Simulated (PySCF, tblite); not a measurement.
# CH₉BrSSi₄: geometry, infrared bands and NMR shifts

Aim: predict the infrared bands and NMR shifts of CH₉BrSSi₄ (`CS[Si@@H]1[SiH2][SiH2][Si@@H]1Br`).

The runs use tblite 0.8.0 and PySCF 2.14.0, with density-fitted response routines of our own; the level of theory stands in each step. All values are computed, except where a source is named. Atoms count from 0, in the outputs and in this text.

## (1) Starting geometry

16 atoms, charge 0, multiplicity 1; geometry from: force field or distance geometry start.

Bonds of the start (Å): C0–S1 1.82, S1–Si2 2.14, Si2–Si3 2.30, Si3–Si4 2.29, Si4–Si5 2.27, Si5–Br6 2.20, Si5–Si2 2.28, C0–H7 1.10, C0–H8 1.09, C0–H9 1.08, Si2–H10 1.48, Si3–H11 1.50, Si3–H12 1.47, Si4–H13 1.49, Si4–H14 1.49, Si5–H15 1.50.

## (2) Geometry optimisation with GFN2-xTB

Job settings and geometry (Å):

```
{"job": {"kind": "relax", "xc": "GFN2-xTB", "basis": "xTB"}, "charge": 0, "multiplicity": 1}
C      3.113200     0.646300    -0.154100
S      1.613200     0.629000    -1.189100
Si     0.344900    -0.787500    -0.203900
Si    -1.649100    -1.081900    -1.307300
Si    -2.478500     0.623700    -0.019700
Si    -0.898600     0.060400     1.508200
Br     0.020600     1.784700     2.521000
H      2.879600     0.986100     0.866500
H      3.567800    -0.346300    -0.112400
H      3.823500     1.344300    -0.582200
H      1.075300    -2.037700     0.101800
H     -2.287600    -2.395000    -0.952900
H     -1.635100    -0.826100    -2.754200
H     -2.260400     1.960700    -0.649900
H     -3.884300     0.424600     0.427800
H     -1.352200    -0.976400     2.488800
```

Launch:

```sh
$ OMP_NUM_THREADS=1 python probes_run.py task.json out
```

One launch serves the whole session: the jobs run in the order shown.

**Question.** This job is followed by: GFN2-xTB harmonic vibrations, gas phase; GIAO PBE0/pcSseg-1 NMR shielding, non-relativistic, gas phase. Predict these results of the whole session: strongest single infrared mode (GFN2-xTB); zero-point energy (GFN2-xTB); ¹³C shifts against TMS (PBE0/pcSseg-1); ¹H shifts against TMS (PBE0/pcSseg-1, means over atoms taken as alike); ³³S shifts against CS2 (PBE0/pcSseg-1); ²⁹Si shifts against TMS (PBE0/pcSseg-1); ⁷⁹Br shifts against HBr (PBE0/pcSseg-1).

The runs gave:

| quantity | value |
| --- | --- |
| strongest single infrared mode (GFN2-xTB) | 580 cm⁻¹, 595 km/mol |
| zero-point energy (GFN2-xTB) | 55.9 kcal/mol |
| ¹³C shifts against TMS (PBE0/pcSseg-1) | 17.1 ppm |
| ¹H shifts against TMS (PBE0/pcSseg-1, means over atoms taken as alike) | 6.44, 5.69, 4.38, 4.31, 4.07, 4.05, 2.22 ppm |
| ³³S shifts against CS2 (PBE0/pcSseg-1) | -206 ppm |
| ²⁹Si shifts against TMS (PBE0/pcSseg-1) | 10.0, -7.2, -81.0, -101.7 ppm |
| ⁷⁹Br shifts against HBr (PBE0/pcSseg-1) | -142 ppm |

**Reading.** Relaxing lowered the energy by 0.556 eV in 115 steps; the close pair that moved most is Si2–Si5, from 2.280 to 2.384 Å. No mode is imaginary among the 42: a minimum at this level. The strongest single mode, at 580 cm⁻¹, has its largest shares on H14, H10, H13 and H15 (the list is cut at 4 atoms). Unscaled tight-binding wavenumbers are off by several per cent, some by more. Its intensities can rank the bands wrongly. At PBE0/pcSseg-1: The widest tensor belongs to S1: span 372 ppm, with a paramagnetic part of -349 ppm. Spin-orbit coupling is left out, which matters for shieldings and couplings at and beside the heavy atoms.
